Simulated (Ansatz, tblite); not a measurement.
# The cluster Al₅H₃O₉: rung by rung

Aim: run the singlet of the cluster Al₅H₃O₉ at one geometry on many levels, and compare frontier levels, spin and run time.

The runs use Ansatz 0.2.0, Gaussian basis; as each input shows.

The runs, in order: GFN1-xTB, GFN2-xTB, PBE-D4/def2-TZVP, r2SCAN-D4/def2-TZVP, B97M-V/def2-TZVP, PBE-D4/def2-SVP, PBE0-D4/def2-SVP, HF/STO-3G, MP2/def2-SVP.

2 further runs of the same task are left out: 2 set aside as unsound or not needed.

## Step 1: The relaxed structure

The singlet was relaxed beforehand with r2SCAN-D4/def2-SVP. At that level it is the lowest of the isomers that a small search found.

17 atoms, charge 0, spin multiplicity 1.

Bond lengths: Al1–O7 1.862 Å, Al1–O9 1.695 Å, Al1–O10 1.846 Å, Al1–O11 1.887 Å, Al2–O6 1.693 Å, Al2–O7 1.864 Å, Al2–O10 1.848 Å, Al2–O11 1.887 Å, Al3–O7 1.906 Å, Al3–O8 1.722 Å, Al3–O10 1.920 Å, Al3–O13 1.721 Å, Al4–O9 1.740 Å, Al4–O12 1.691 Å, Al4–O13 1.703 Å, Al5–O6 1.733 Å, Al5–O8 1.707 Å, Al5–O14 1.691 Å and more. Angles: O7–Al1–O9 120.5°, O7–Al1–O10 79.4°, O7–Al1–O11 87.6°, O9–Al1–O10 122.2°, O9–Al1–O11 141.6°, O10–Al1–O11 85.9°, O6–Al2–O7 120.4°, O6–Al2–O10 122.1°, O6–Al2–O11 141.9°, O7–Al2–O10 79.4°, O7–Al2–O11 87.6°, O10–Al2–O11 85.9°, O7–Al3–O8 108.0°, O7–Al3–O10 76.6°, O7–Al3–O13 107.9°, O8–Al3–O10 107.8°, O8–Al3–O13 134.0°, O10–Al3–O13 107.7° and more.

PBE0-D4/def2-TZVP was run before; its log isn't repeated, and its numbers join the tables.

## Step 2: GFN1-xTB

Tight binding, by tblite at 300 K electronic temperature and without a spin-polarisation term:

```python
tblite.interface.Calculator('GFN1-xTB', numbers, positions, charge=0, uhf=0).singlepoint()
```

Energy -1390.2338 eV, HOMO -10.66 eV, LUMO -7.96 eV; 0.022 s.

## Step 3: GFN2-xTB

Tight binding, by tblite at 300 K electronic temperature and without a spin-polarisation term:

```python
tblite.interface.Calculator('GFN2-xTB', numbers, positions, charge=0, uhf=0).singlepoint()
```

Energy -1206.7849 eV, HOMO -11.41 eV, LUMO -8.45 eV; 0.022 s.

## Step 4: PBE-D4/def2-TZVP

start.molden holds the orbitals of an earlier run on this state, given as this run's starting guess.

in.yaml

```yaml
crystal:
  periodic: [false, false, false]
  atoms:
    - {symbol: Al, position_ang: [0.337907, 1.027433, 1.390645]}
    - {symbol: Al, position_ang: [1.263102, -1.044831, 0.761178]}
    - {symbol: Al, position_ang: [-0.611264, -0.082113, -0.748563]}
    - {symbol: Al, position_ang: [-1.665686, 2.619373, 0.210062]}
    - {symbol: Al, position_ang: [0.719205, -2.751854, -1.412455]}
    - {symbol: O, position_ang: [1.688733, -2.497328, 0.001796]}
    - {symbol: O, position_ang: [1.116519, 0.529348, -0.226125]}
    - {symbol: O, position_ang: [-0.408304, -1.502718, -1.700918]}
    - {symbol: O, position_ang: [-0.527236, 2.479475, 1.517830]}
    - {symbol: O, position_ang: [-0.496394, -0.593132, 1.098393]}
    - {symbol: O, position_ang: [1.682598, 0.026620, 2.256684]}
    - {symbol: O, position_ang: [-2.689403, 3.952979, 0.029655]}
    - {symbol: O, position_ang: [-1.648998, 1.287287, -0.850310]}
    - {symbol: O, position_ang: [0.948181, -4.138702, -2.351710]}
    - {symbol: H, position_ang: [0.444962, -4.346001, -3.143178]}
    - {symbol: H, position_ang: [-2.709168, 4.705937, 0.625350]}
    - {symbol: H, position_ang: [2.555278, 0.328230, 2.541678]}
basis:
  gaussian: {orbitals: def2-TZVP, initial_orbitals: start.molden}
hamiltonian: {xc: pbe, dispersion: d4}
scf: {omitted_lower_state_checks: [starts]}
output: {forces: true, orbitals: {seedname: orbitals}}
```

On the command line:

```bash
$ ansatz run in.yaml --threads 4 --pin off --events-out ev --progress --plain --max-ram 9574MiB
```

The runs that follow: r2SCAN-D4/def2-TZVP; B97M-V/def2-TZVP; PBE-D4/def2-SVP; PBE0-D4/def2-SVP; HF/STO-3G; MP2/def2-SVP.

**Question.** What will the summary of the whole plan be? Wanted: gap in def2-TZVP, named functionals, smallest and largest; correlation energy, MP2/def2-SVP; binding an atom, functionals in def2-TZVP; PBE0 total energy, smallest basis above largest.

As calculated:

| quantity | value |
| --- | --- |
| gap in def2-TZVP, named functionals, smallest and largest | 3.93 eV (PBE-D4), 6.44 eV (PBE0-D4) |
| correlation energy, MP2/def2-SVP | -52.86 eV |
| binding an atom, functionals in def2-TZVP | 4.86 (PBE0-D4) to 5.01 eV (PBE-D4) |
| PBE0 total energy, smallest basis above largest | 34.61 eV (def2-SVP, def2-TZVP) |

Over the named functionals in def2-TZVP the gap runs from 3.93 eV (PBE-D4) to 6.44 eV (PBE0-D4); exact exchange widens it.
